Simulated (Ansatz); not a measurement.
**C5H18N4Zr: how energies converge with the basis set**

One table from this session's results is given with a row withheld; the runs are named, their logs left out.

Program: Ansatz 0.2.0, Gaussian basis. Level of theory: one geometry, several basis sets. These are calculated values, not measurements.

The runs, in order: PBE0-D4/def2-SVP; ωB97M-V/def2-SVP; PBE0-D4/def2-QZVPP; ωB97M-V/def2-QZVPP; the functionals' def2-TZVPP values are taken from earlier runs.

## The geometry

The geometry comes from an earlier relaxation with PBE0-D4 in a triple-zeta def2 set; it is a stationary point, not always the lowest conformer. Zr takes the def2 core potential; no spin-orbit term is included.

28 atoms, charge 0, spin multiplicity 1.

Atoms are counted from 1 here; the program's logs count them from 0.

Bond lengths: C1–N2 1.446 Å, C1–H11 1.098 Å, C1–H12 1.098 Å, C1–H13 1.097 Å, N2–Zr3 2.056 Å, N2–H14 1.011 Å, Zr3–N4 2.051 Å, Zr3–N6 2.057 Å, Zr3–N8 2.039 Å, N4–C5 1.447 Å, N4–H15 1.012 Å, C5–H16 1.098 Å, C5–H17 1.098 Å, C5–H18 1.094 Å, N6–C7 1.447 Å, N6–H19 1.014 Å, C7–H20 1.098 Å, C7–H21 1.099 Å and more. Angles: N2–C1–H11 113.1°, N2–C1–H12 112.7°, N2–C1–H13 110.1°, H11–C1–H12 107.7°, H11–C1–H13 106.6°, H12–C1–H13 106.2°, C1–N2–Zr3 123.9°, C1–N2–H14 111.4°, Zr3–N2–H14 124.7°, N2–Zr3–N4 106.9°, N2–Zr3–N6 113.0°, N2–Zr3–N8 109.4°, N4–Zr3–N6 107.8°, N4–Zr3–N8 109.7°, N6–Zr3–N8 109.9°, Zr3–N4–C5 128.6°, Zr3–N4–H15 120.1°, C5–N4–H15 111.0° and more.

Coordinates:

```xyz
28

C    -1.0621    1.2495   -2.8539
N    -0.2907    0.2778   -2.1103
Zr   -0.1726    0.2359   -0.0583
N    -2.0573   -0.1689    0.6407
C    -3.0900   -0.9805    0.0336
N     0.4253    2.0315    0.7489
C     1.4322    2.3113    1.7500
N     1.1056   -1.2444    0.5177
C     0.9533   -2.4687    1.2533
C     2.4660   -0.9942    0.1080
H    -0.4408    1.9137   -3.4698
H    -1.8079    0.7851   -3.5125
H    -1.6216    1.8941   -2.1649
H     0.1967   -0.3565   -2.7286
H    -2.4029    0.2986    1.4695
H    -3.4103   -1.8082    0.6806
H    -3.9864   -0.4025   -0.2287
H    -2.7164   -1.4252   -0.8934
H     0.0494    2.8955    0.3747
H     1.0282    2.8572    2.6129
H     2.2750    2.8959    1.3565
H     1.8456    1.3742    2.1346
H     1.2632   -3.3432    0.6606
H    -0.0901   -2.6098    1.5418
H     1.5608   -2.4718    2.1717
H     3.1518   -0.9171    0.9658
H     2.5428   -0.0466   -0.4455
H     2.8530   -1.7828   -0.5549
```

The first run:

in.yaml

```yaml
crystal:
  periodic: [false, false, false]
  atoms:
    - {symbol: C, position_ang: [-1.062140, 1.249491, -2.853938]}
    - {symbol: N, position_ang: [-0.290716, 0.277799, -2.110259]}
    - {symbol: Zr, position_ang: [-0.172559, 0.235904, -0.058343]}
    - {symbol: N, position_ang: [-2.057331, -0.168898, 0.640702]}
    - {symbol: C, position_ang: [-3.090042, -0.980465, 0.033551]}
    - {symbol: N, position_ang: [0.425318, 2.031515, 0.748878]}
    - {symbol: C, position_ang: [1.432216, 2.311275, 1.749967]}
    - {symbol: N, position_ang: [1.105627, -1.244402, 0.517682]}
    - {symbol: C, position_ang: [0.953322, -2.468685, 1.253349]}
    - {symbol: C, position_ang: [2.466038, -0.994172, 0.108048]}
    - {symbol: H, position_ang: [-0.440801, 1.913740, -3.469810]}
    - {symbol: H, position_ang: [-1.807948, 0.785069, -3.512532]}
    - {symbol: H, position_ang: [-1.621571, 1.894065, -2.164876]}
    - {symbol: H, position_ang: [0.196735, -0.356534, -2.728609]}
    - {symbol: H, position_ang: [-2.402882, 0.298618, 1.469481]}
    - {symbol: H, position_ang: [-3.410258, -1.808152, 0.680595]}
    - {symbol: H, position_ang: [-3.986381, -0.402531, -0.228735]}
    - {symbol: H, position_ang: [-2.716397, -1.425159, -0.893361]}
    - {symbol: H, position_ang: [0.049351, 2.895471, 0.374718]}
    - {symbol: H, position_ang: [1.028215, 2.857154, 2.612891]}
    - {symbol: H, position_ang: [2.275039, 2.895919, 1.356540]}
    - {symbol: H, position_ang: [1.845576, 1.374160, 2.134629]}
    - {symbol: H, position_ang: [1.263210, -3.343166, 0.660648]}
    - {symbol: H, position_ang: [-0.090080, -2.609759, 1.541752]}
    - {symbol: H, position_ang: [1.560837, -2.471793, 2.171676]}
    - {symbol: H, position_ang: [3.151763, -0.917118, 0.965770]}
    - {symbol: H, position_ang: [2.542811, -0.046588, -0.445512]}
    - {symbol: H, position_ang: [2.853047, -1.782780, -0.554891]}
basis:
  gaussian: {orbitals: def2-SVP}
hamiltonian: {xc: pbe0, dispersion: d4}
output: {orbitals: {seedname: orbitals}}
```

Launch:

```sh
$ ansatz run in.yaml --threads 4 --pin off --events-out ev --progress --plain --max-ram 66560MiB --backend cpu
```

Among the steps run: PBE0-D4 in def2-SVP; ωB97M-V in def2-SVP; PBE0-D4 in def2-QZVPP; ωB97M-V in def2-QZVPP.

One table of the session follows, with a row left open; its other results are not shown here.

It belongs to the step «Density functionals: the series». 

| functional | basis | HOMO (eV) | LUMO (eV) |
| --- | --- | --- | --- |
| PBE0-D4 | def2-SVP | ? | ? |
| PBE0-D4 | def2-TZVPP | -5.95 | 0.07 |
| PBE0-D4 | def2-QZVPP | -5.98 | -0.07 |
| ωB97M-V | def2-SVP | -8.12 | 1.52 |
| ωB97M-V | def2-TZVPP | -8.25 | 1.16 |
| ωB97M-V | def2-QZVPP | -8.29 | 0.70 |

Q: Estimate the row for PBE0-D4, def2-SVP from the others.

The run gave: HOMO (eV): -5.81; LUMO (eV): 0.29. In the column «HOMO (eV)» it is the highest.
